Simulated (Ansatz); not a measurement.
Ti3S2: band structure with PBE

The system is Ti3S2.

```
Ti S
1.0
     2.71311    1.56642    3.23762
    -2.71311    1.56642    3.23762
     0.00000   -3.13283    3.23762
Ti S
3 2
Direct
  0.00000 0.33565 0.66434
  0.66434 0.00000 0.33565
  0.33565 0.66434 0.00000
  0.16784 0.16784 0.16784
  0.83216 0.83216 0.83216
```

The cell comes from a database or a generator and needn't be the stable form of this composition.

- Program: Ansatz 0.2.0
- Task: band structure
- Functional: PBE
- Potentials or basis: Ansatz PAW
- Cutoff: 420 eV (not typed: the program's choice for these potentials)
- k mesh: 6 × 6 × 6
- Occupations: fermi-dirac, width 0.05 eV
- Spin: no spin polarisation
- Path: [["G", "L", "B1"], ["B", "Z", "G", "X"], ["Q", "F", "P1", "Z"], ["L", "P"]]
- Points for each segment of the path: 14

The pressure is 0.3 GPa and the largest force is 0.034 eV/Å. The band gap on the k mesh is none (metal or under the smearing width).

Forces on the atoms (eV/Å):
```
Ti  -0.016  0.027  0.000
Ti  -0.016 -0.027  0.000
Ti   0.031  0.000  0.000
S    0.000  0.000  0.034
S    0.000  0.000 -0.034
```

Stress tensor (GPa, compression positive):
```
0.40 0.00 0.00
0.00 0.40 0.00
0.00 0.00 0.23
```

Levels at the corners of the path, in eV from the Fermi level:
```
point  band 22  band 23  band 24  band 25  band 26  band 27
    Γ    -1.40    -0.01    -0.01     0.57     0.57     1.79
    L    -0.89    -0.67    -0.44    -0.15     0.84     1.30
   B1    -0.76    -0.53    -0.33     0.38     0.67     0.71
    B    -0.76    -0.53    -0.33     0.38     0.67     0.71
    Z    -0.17    -0.17    -0.06     0.31     0.31     0.82
    Γ    -1.40    -0.01    -0.01     0.57     0.57     1.79
    X    -1.08    -0.75    -0.26     0.28     0.69     1.35
    Q    -1.08    -0.75    -0.26     0.28     0.69     1.35
    F    -1.03    -0.69    -0.21     0.10     0.68     1.37
   P1    -0.71    -0.40    -0.26     0.31     0.59     0.69
    Z    -0.17    -0.17    -0.06     0.31     0.31     0.82
    L    -0.89    -0.67    -0.44    -0.15     0.84     1.30
    P    -0.71    -0.40    -0.26     0.31     0.59     0.69
```

It took 11 s on 2 threads of Arm Neoverse V2 (shared host), peak memory 0.44 GiB.
